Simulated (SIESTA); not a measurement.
The system is ZrSi2.

```xyz
6
Lattice="1.8530 -7.3675 0.0000 1.8530 7.3675 0.0000 0.0000 0.0000 3.6720" Properties=species:S:1:pos:R:3 pbc="T T T"
Zr    1.8530    5.8144    0.9180
Zr    1.8530   -5.8144    2.7540
Si    1.8530   -3.6896    0.9180
Si    1.8530    3.6896    2.7540
Si    1.8530    0.7692    0.9180
Si    1.8530   -0.7692    2.7540
```

Base run:

```yaml
Program: SIESTA 5.4.2
Functional: PBEsol
Potentials_or_basis: PseudoDojo 0.4 standard (PBEsol files)
Basis: DZP (energy shift 0.003 Ry; two zetas on semicore shells)
Grid_cutoff: 800 Ry
Energy_shift: 0.003 Ry
k_mesh: 5 × 5 × 5
Occupations: fermi-dirac, width 0.05 eV
Spin: no spin polarisation
Hubbard_terms: Zr d U = 2 eV
```

Its results: band gap on the k mesh none (metal or under the smearing width); pressure 0.7 GPa; largest force 0.230 eV/Å.

Problem. The run is repeated on the same cell with these changes: hubbard terms from Zr d U = 2 eV to none. What comes out?

Solution. Band gap on the k mesh none (metal or under the smearing width); pressure -2.1 GPa; largest force 0.244 eV/Å.

Caveats: the basis of atomic orbitals isn't converged, which shifts pressures, moduli and gaps; U without spin polarisation on a metal has little footing (some runs); the U is typed as a test and isn't derived for this compound (some runs).
